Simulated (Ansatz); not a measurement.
**CuPd: strong compression**

One table from this session's results is given with a row withheld; the runs are named, their logs left out.

Method: DFT, r2SCAN, PAW with Ansatz's default frozen-core files, scalar-relativistic, in Ansatz 0.2.0.

### The starting structure

The structure is cubic, space group Pm-3m (No. 221). Conventional cell: a = 2.988 Å, b = 2.988 Å, c = 2.988 Å, α = 90.00°, β = 90.00°, γ = 90.00°. Cu (site symmetry m-3m) has 8 Pd at 2.59 Å as nearest neighbours. Pd (site symmetry m-3m) is surrounded by 8 Cu at 2.59 Å.

Structure file:

```
CELL_PARAMETERS angstrom
2.98800 0.00000 0.00000
0.00000 2.98800 0.00000
0.00000 0.00000 2.98800
ATOMIC_POSITIONS crystal
Cu 0.00000 0.00000 0.00000
Pd 0.50000 0.50000 0.50000
```

Whether this phase is the stable one at these pressures isn't tested.

Atoms are numbered in the order of the input: Cu1, Pd2.

The first run:

Contents of input.yaml:

```yaml
crystal:
  lattice:
    - [2.988, 0.0, 0.0]
    - [0.0, 2.988, 0.0]
    - [0.0, 0.0, 2.988]
  atoms:
    - { symbol: Cu, position: [0.0, 0.0, 0.0] }
    - { symbol: Pd, position: [0.5, 0.5, 0.5] }
kpoints:
  mp_grid: { grid: [12, 12, 12] }
scf:
  occupations: { method: fermi_dirac, width: 0.05 }
hamiltonian:
  xc: r2scan
  pseudopotentials: { kind: paw }
output:
  forces: true
  stress: true
relax:
  f_tol: 0.01
  max_steps: 30
```

The run is started by

```
ansatz run input.yaml --threads 1 --pin off --max-ram 2048MiB --backend cpu --events-out ev --progress --plain --runs-dir out
```

Steps of the session up to this table: Atoms relaxed at the given volume, PAW; Volume scaled by 1, PAW; Atoms relaxed at 0.85 of the volume, PAW; Volume scaled by 0.85, PAW; Atoms relaxed at 0.55 of the volume, PAW; Volume scaled by 0.55, PAW; Atoms relaxed at 0.45 of the volume, PAW; Volume scaled by 0.45, PAW.

One table of the session follows, with a row left open; its other results are not shown here.

| method | volume over the first | volume (Å³/atom) | pressure (GPa) |
| --- | --- | --- | --- |
| PAW | 1 | 13.339 | -1.43 |
| PAW | 0.85 | 11.338 | 39.93 |
| PAW | 0.55 | ? | ? |
| PAW | 0.45 | 6.002 | 990.38 |

Q: Estimate the row for PAW, 0.55 from the others.

**Answer.** volume (Å³/atom): 7.336; pressure (GPa): 455.63. In the column «volume (Å³/atom)» it lies between PAW, 0.45 (6.002) and PAW, 0.85 (11.338).

Caveats from the session: Warnings in the runs' records: stress scf threshold loose, gradients without spin orbit.
